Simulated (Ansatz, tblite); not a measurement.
# Ge18H24 hole sphere (Ge18H24): one state, many levels

One table from this session's results is given with a row withheld; the runs are named, their logs left out.

Computed with Ansatz 0.2.0, Gaussian basis. Level: as each input shows.

Levels to be run: GFN1-xTB, GFN2-xTB, PBE-D4/def2-TZVP, r2SCAN-D4/def2-TZVP, B97M-V/def2-TZVP, PBE-D4/def2-SVP, PBE0-D4/def2-SVP, HF/STO-3G, HF/6-31G, B3LYP-D4/6-31G, MP2/def2-TZVP, RPA/def2-TZVP.

1 further run of the same task is left out (set aside as unsound or not needed).

### The geometry

The singlet was relaxed beforehand with PBE-D4/def2-SVP.

42 atoms, charge 0, spin multiplicity 1.

Bond lengths: Ge1–Ge2 2.455 Å, Ge1–Ge3 2.449 Å, Ge1–H19 1.557 Å, Ge1–H20 1.557 Å, Ge2–Ge5 2.449 Å, Ge2–H21 1.557 Å, Ge2–H22 1.557 Å, Ge3–Ge4 2.450 Å, Ge3–Ge11 2.450 Å, Ge3–H23 1.561 Å, Ge4–Ge6 2.465 Å, Ge4–Ge7 2.450 Å, Ge4–H24 1.562 Å, Ge5–Ge6 2.450 Å, Ge5–Ge12 2.450 Å, Ge5–H25 1.561 Å, Ge6–Ge9 2.450 Å, Ge6–H26 1.562 Å and more. Angles: Ge2–Ge1–Ge3 110.0°, Ge2–Ge1–H19 109.7°, Ge2–Ge1–H20 109.7°, Ge3–Ge1–H19 109.8°, Ge3–Ge1–H20 109.8°, H19–Ge1–H20 107.7°, Ge1–Ge2–Ge5 110.0°, Ge1–Ge2–H21 109.7°, Ge1–Ge2–H22 109.7°, Ge5–Ge2–H21 109.8°, Ge5–Ge2–H22 109.9°, H21–Ge2–H22 107.7°, Ge1–Ge3–Ge4 109.6°, Ge1–Ge3–Ge11 109.6°, Ge1–Ge3–H23 110.8°, Ge4–Ge3–Ge11 108.0°, Ge4–Ge3–H23 109.4°, Ge11–Ge3–H23 109.4° and more.

PBE0-D4/def2-TZVP was run before; its log isn't repeated, and its numbers join the tables.

Set-up of the first run:

Tight binding, by tblite at 300 K electronic temperature and without a spin-polarisation term:

```python
tblite.interface.Calculator('GFN1-xTB', numbers, positions, charge=0, uhf=0).singlepoint()
```

Tight binding, by tblite at 300 K electronic temperature and without a spin-polarisation term:

```python
tblite.interface.Calculator('GFN2-xTB', numbers, positions, charge=0, uhf=0).singlepoint()
```

start.molden holds the orbitals of an earlier run on this state, given as this run's starting guess.

File in.yaml:

```yaml
crystal:
  periodic: [false, false, false]
  atoms:
    - {symbol: Ge, position_ang: [-0.000858, -4.623283, -1.224393]}
    - {symbol: Ge, position_ang: [-0.004516, -4.621532, 1.231014]}
    - {symbol: Ge, position_ang: [0.000047, -2.322435, -2.062392]}
    - {symbol: Ge, position_ang: [-1.981178, -1.144189, -1.232486]}
    - {symbol: Ge, position_ang: [-0.000429, -2.319401, 2.065383]}
    - {symbol: Ge, position_ang: [-1.981761, -1.143152, 1.232824]}
    - {symbol: Ge, position_ang: [-2.008682, 1.160069, -2.064486]}
    - {symbol: Ge, position_ang: [-4.002436, 2.310576, -1.229755]}
    - {symbol: Ge, position_ang: [-2.010130, 1.161489, 2.063491]}
    - {symbol: Ge, position_ang: [-4.001108, 2.314759, 1.225619]}
    - {symbol: Ge, position_ang: [1.981878, -1.145807, -1.231659]}
    - {symbol: Ge, position_ang: [1.981953, -1.144489, 1.233601]}
    - {symbol: Ge, position_ang: [2.009946, 1.158174, -2.064344]}
    - {symbol: Ge, position_ang: [0.001090, 2.286963, -1.232207]}
    - {symbol: Ge, position_ang: [2.011527, 1.160506, 2.063557]}
    - {symbol: Ge, position_ang: [0.000999, 2.287569, 1.233083]}
    - {symbol: Ge, position_ang: [4.002354, 2.311398, -1.230260]}
    - {symbol: Ge, position_ang: [4.004350, 2.310296, 1.225118]}
    - {symbol: H, position_ang: [-1.256952, -5.377079, -1.751238]}
    - {symbol: H, position_ang: [1.257324, -5.376273, -1.747381]}
    - {symbol: H, position_ang: [-1.265204, -5.369793, 1.754785]}
    - {symbol: H, position_ang: [1.249096, -5.378491, 1.759185]}
    - {symbol: H, position_ang: [0.000684, -2.299693, -3.623260]}
    - {symbol: H, position_ang: [-3.265247, -1.885293, -1.723461]}
    - {symbol: H, position_ang: [-0.000972, -2.294116, 3.626220]}
    - {symbol: H, position_ang: [-3.265536, -1.884731, 1.723856]}
    - {symbol: H, position_ang: [-1.986468, 1.147581, -3.625303]}
    - {symbol: H, position_ang: [-5.282688, 1.596223, -1.753368]}
    - {symbol: H, position_ang: [-4.027694, 3.774926, -1.757561]}
    - {symbol: H, position_ang: [-1.990555, 1.149835, 3.624362]}
    - {symbol: H, position_ang: [-5.283272, 1.606761, 1.753168]}
    - {symbol: H, position_ang: [-4.020761, 3.781045, 1.748303]}
    - {symbol: H, position_ang: [3.265680, -1.887487, -1.722462]}
    - {symbol: H, position_ang: [3.265276, -1.886499, 1.725144]}
    - {symbol: H, position_ang: [1.987318, 1.145199, -3.625152]}
    - {symbol: H, position_ang: [0.002152, 3.769470, -1.723460]}
    - {symbol: H, position_ang: [1.992416, 1.149319, 3.624439]}
    - {symbol: H, position_ang: [0.001326, 3.770441, 1.723205]}
    - {symbol: H, position_ang: [5.284174, 1.602380, -1.757235]}
    - {symbol: H, position_ang: [4.022078, 3.776995, -1.754855]}
    - {symbol: H, position_ang: [5.284883, 1.596583, 1.748938]}
    - {symbol: H, position_ang: [4.029897, 3.775198, 1.751404]}
basis:
  gaussian: {orbitals: def2-TZVP, fitting: {mean_field: def2-universal-jkfit}, initial_orbitals: start.molden}
hamiltonian: {xc: pbe, dispersion: d4}
scf: {omitted_lower_state_checks: [starts]}
output: {forces: true, orbitals: {seedname: orbitals}}
```

On the command line:

```bash
> ansatz run in.yaml --threads 11 --pin off --events-out ev --progress --plain --max-ram 174080MiB --backend cuda --devices 0, --max-vram 75GiB
```

Steps of the session up to this table: PBE-D4/def2-TZVP; r2SCAN-D4/def2-TZVP; B97M-V/def2-TZVP; PBE-D4/def2-SVP; PBE0-D4/def2-SVP; HF/STO-3G; HF/6-31G; B3LYP-D4/6-31G; MP2/def2-TZVP; RPA/def2-TZVP.

One of the session's tables, all rows but one given; the rest of the session is left out.

It belongs to the step «Binding energy». 

| level | binding an atom (eV) |
| --- | --- |
| HF/STO-3G | 3.824 |
| HF/6-31G | 1.897 |
| HF/def2-TZVP | 2.046 |
| PBE-D4/def2-SVP | 2.921 |
| PBE-D4/def2-TZVP | 2.921 |
| r2SCAN-D4/def2-TZVP | 2.959 |
| B97M-V/def2-TZVP | 2.963 |
| B3LYP-D4/6-31G | 2.841 |
| PBE0-D4/def2-SVP | 2.923 |
| PBE0-D4/def2-TZVP | ? |
| MP2/def2-TZVP | 2.874 |

Q: Estimate the row for PBE0-D4/def2-TZVP from the others.

The run gave: binding an atom (eV): 2.922. In the column «binding an atom (eV)» it lies between PBE-D4/def2-TZVP (2.921) and PBE0-D4/def2-SVP (2.923).

Caveats from the session: Free atoms were run apart at each level; binding is atoms less cluster, divided by the number of atoms, without zero-point or spin-orbit terms.
